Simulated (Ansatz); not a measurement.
# GeHF (singlet): from Hartree-Fock to the top rungs, cc-pVTZ

One table from this session's results is given with a row withheld; the runs are named, their logs left out.

Program: Ansatz 0.2.0, Gaussian basis. Level of theory: cc-pVTZ, core rule «outside noble gas», up to 15 orbitals frozen. These are calculated values, not measurements.

The runs, in order: UHF; CCSD(T) on RHF; CCSD(T) on UHF; BCCD(T) on RHF; CCSDT(Q) on RHF; CCSDT(Q) on UHF.

14 further runs of the same task are left out: 10 for a known fault of the program, 4 set aside as unsound or not needed.

**What is computed**

The geometry is a PBE0/def2-TZVP stationary point (not a proven minimum) of the parent state, kept for this charge and spin. No spin-orbit coupling is included. The filled d shell of Ge may be among the frozen orbitals whatever the setting's name suggests; the logs give the count.

3 atoms, charge 0, spin multiplicity 1.

Atoms are counted from 1 here; the program's logs count them from 0.

Bond lengths: Ge1–F2 1.745 Å, Ge1–H3 1.562 Å. Angles: F2–Ge1–H3 113.0°.

Coordinates:

```
Ge    0.0000   -0.0395    0.3494
F     0.0000    0.0792   -1.3917
H     0.0000    1.3536    1.0549
```

Set-up of the first run:

Input file in.yaml:

```yaml
crystal:
  periodic: [false, false, false]
  atoms:
    - {symbol: Ge, position_ang: [0.000000, -0.039495, 0.349357]}
    - {symbol: F, position_ang: [0.000000, 0.079196, -1.391730]}
    - {symbol: H, position_ang: [0.000000, 1.353574, 1.054945]}
basis:
  gaussian: {orbitals: cc-pVTZ}
magnetization: {spin_polarized: true, initial_magnetization: 0}
hamiltonian: {xc: hf}
output: {orbitals: {seedname: orbitals}}
```

Launch:

```bash
$ ansatz run in.yaml --threads 1 --pin off --events-out ev --progress --plain --max-ram 2816MiB --backend cpu
```

Steps of the session up to this table: UHF; CCSD(T) on RHF; CCSD(T) on UHF; BCCD(T) on RHF; CCSDT(Q) on RHF; CCSDT(Q) on UHF.

One table of the session follows, with a row left open; its other results are not shown here.

```
   method  from RCCSDT(Q) (meV)
      RHF              +10318.8
      UHF              +10274.6
     RMP2                +727.7
     UMP2                +886.9
    RCCSD                +338.7
    UCCSD                +349.4
 RCCSD(T)                 +27.1
 UCCSD(T)                 +34.0
  BCCD(T)                     ?
   RCCSDT                 +14.7
   UCCSDT                 +18.1
RCCSDT(Q)                     0
UCCSDT(Q)                  +2.2
```

Q: Estimate the row for BCCD(T) from the others.

As computed: from RCCSDT(Q) (meV): +21.8. In the column «from RCCSDT(Q) (meV)» it lies between UCCSDT (+18.1) and RCCSD(T) (+27.1).

To keep in mind: Restricted and unrestricted rows rest on different reference determinants; where their highest levels disagree by more than a few hundredths of an eV, they describe different states and don't form one ladder.
